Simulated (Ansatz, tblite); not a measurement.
# TTF (C6H4S4): a ladder of methods and basis sets

Aim: run the singlet of TTF (C6H4S4) at one geometry on many levels, and compare frontier levels, spin and run time.

Method: as each input shows; program: Ansatz 0.2.0, Gaussian basis.

Levels to be run: GFN1-xTB, GFN2-xTB, PBE-D4/def2-TZVP, r2SCAN-D4/def2-TZVP, B2PLYP/def2-TZVP, B97M-V/def2-TZVP, ωB97M-V/def2-TZVP, BLYP-D4/def2-TZVP, r2SCANh-D4/def2-TZVP, LC-ωPBE(0.10)/def2-SVP, LC-ωPBE(0.15)/def2-SVP, LC-ωPBE(0.20)/def2-SVP, LC-ωPBE(0.30)/def2-SVP, PBE-D4/def2-SVP, PBE0-D4/def2-SVP, HF/STO-3G, PBE0-D4/def2-TZVPD, PBE-D4/def2-TZVPD, B2PLYP/def2-TZVPD, CCSD(T)/def2-SVP, RPA/def2-SVP.

2 further runs of the same task are left out: 2 that didn't finish.

### 1 The relaxed structure

The singlet was relaxed beforehand with PBE0-D4/def2-SVP.

SMILES `C1=CSC(=C2SC=CS2)S1`, 14 atoms, charge 0, spin multiplicity 1.

Bond lengths: C1–C2 1.340 Å, C1–S10 1.745 Å, C1–H11 1.091 Å, C2–S3 1.745 Å, C2–H12 1.091 Å, S3–C4 1.769 Å, C4–C5 1.351 Å, C4–S10 1.769 Å, C5–S6 1.769 Å, C5–S9 1.769 Å, S6–C7 1.745 Å, C7–C8 1.340 Å, C7–H13 1.091 Å, C8–S9 1.745 Å, C8–H14 1.091 Å. Angles: C2–C1–S10 117.9°, C2–C1–H11 124.5°, S10–C1–H11 117.5°, C1–C2–S3 117.9°, C1–C2–H12 124.5°, S3–C2–H12 117.5°, C2–S3–C4 94.8°, S3–C4–C5 122.8°, S3–C4–S10 114.5°, C5–C4–S10 122.8°, C4–C5–S6 122.8°, C4–C5–S9 122.8°, S6–C5–S9 114.5°, C5–S6–C7 94.8°, S6–C7–C8 117.9°, S6–C7–H13 117.5°, C8–C7–H13 124.5°, C7–C8–S9 117.9° and more.

PBE0-D4/def2-TZVP was run before; its log isn't repeated, and its numbers join the tables.

### 2 GFN1-xTB

Tight binding, by tblite at 300 K electronic temperature and without a spin-polarisation term:

```python
tblite.interface.Calculator('GFN1-xTB', numbers, positions, charge=0, uhf=0).singlepoint()
```

Energy -804.7181 eV, HOMO -9.39 eV, LUMO -6.72 eV; 0.008 s.

### 3 GFN2-xTB

Tight binding, by tblite at 300 K electronic temperature and without a spin-polarisation term:

```python
tblite.interface.Calculator('GFN2-xTB', numbers, positions, charge=0, uhf=0).singlepoint()
```

Energy -756.6223 eV, HOMO -9.18 eV, LUMO -6.84 eV; 0.006 s.

### 4 PBE-D4/def2-TZVP

start.molden holds the orbitals of an earlier run on this state, given as this run's starting guess.

File in.yaml:

```yaml
crystal:
  periodic: [false, false, false]
  atoms:
    - {symbol: C, position_ang: [-3.173858, 0.525078, 0.420068]}
    - {symbol: C, position_ang: [-3.127511, -0.808512, 0.301446]}
    - {symbol: S, position_ang: [-1.569900, -1.552880, 0.048004]}
    - {symbol: C, position_ang: [-0.671076, -0.029852, 0.071948]}
    - {symbol: C, position_ang: [0.670065, 0.030381, -0.080510]}
    - {symbol: S, position_ang: [1.671872, -1.407281, -0.320481]}
    - {symbol: C, position_ang: [3.174361, -0.525334, -0.416372]}
    - {symbol: C, position_ang: [3.127873, 0.808252, -0.297789]}
    - {symbol: S, position_ang: [1.568670, 1.553555, -0.057245]}
    - {symbol: S, position_ang: [-1.672798, 1.407957, 0.311410]}
    - {symbol: H, position_ang: [-4.086781, 1.100514, 0.579691]}
    - {symbol: H, position_ang: [-3.997633, -1.464570, 0.351536]}
    - {symbol: H, position_ang: [4.088067, -1.101175, -0.569932]}
    - {symbol: H, position_ang: [3.998659, 1.463868, -0.341762]}
basis:
  gaussian: {orbitals: def2-TZVP, initial_orbitals: start.molden}
hamiltonian: {xc: pbe, dispersion: d4}
scf: {omitted_lower_state_checks: [starts]}
output: {orbitals: {seedname: orbitals}}
```

Command:

```bash
> ansatz run in.yaml --threads 4 --pin off --events-out ev --progress --plain --max-ram 8704MiB
```

Further steps of the session: r2SCAN-D4/def2-TZVP; B2PLYP/def2-TZVP; B97M-V/def2-TZVP; ωB97M-V/def2-TZVP; BLYP-D4/def2-TZVP; r2SCANh-D4/def2-TZVP; LC-ωPBE(0.10)/def2-SVP; LC-ωPBE(0.15)/def2-SVP; LC-ωPBE(0.20)/def2-SVP; LC-ωPBE(0.30)/def2-SVP; PBE-D4/def2-SVP; PBE0-D4/def2-SVP; HF/STO-3G; PBE0-D4/def2-TZVPD; PBE-D4/def2-TZVPD; B2PLYP/def2-TZVPD; CCSD(T)/def2-SVP; RPA/def2-SVP.

Q: Predict the results of all the runs planned. Wanted: gap in def2-TZVP, named functionals, smallest and largest; gap over the ω; correlation energy, CCSD(T)/def2-SVP; binding an atom, CCSD(T)/def2-SVP; PBE0 total energy, smallest basis above largest.

The runs gave:

| quantity | value |
| --- | --- |
| gap in def2-TZVP, named functionals, smallest and largest | 1.97 eV (PBE-D4), 7.80 eV (ωB97M-V) |
| gap over the ω (1/bohr) | 4.98 eV at 0.1, 8.02 eV at 0.3 |
| correlation energy, CCSD(T)/def2-SVP | -38.82 eV |
| binding an atom, CCSD(T)/def2-SVP | 4.190 eV |
| PBE0 total energy, smallest basis above largest | 22.07 eV (def2-SVP, def2-TZVPD) |

In words: Orbital gaps of the named functionals in def2-TZVP span 1.97 eV (PBE-D4) to 7.80 eV (ωB97M-V); exact exchange widens it. Raising the ω (1/bohr) from 0.1 to 0.3 moves the HOMO by -1.51 eV and the LUMO by +1.53 eV. A small miss in a minimal or small basis is a cancelling of errors, not accuracy. The functionals in def2-TZVP miss CCSD(T)/def2-SVP by +0.312 (r2SCANh-D4) to +0.549 eV (PBE-D4) an atom. The yardstick is in a double-zeta basis, so levels in larger sets aren't compared like for like. CCSD(T)/def2-SVP isn't at the basis-set limit; small misses against it rank nothing.
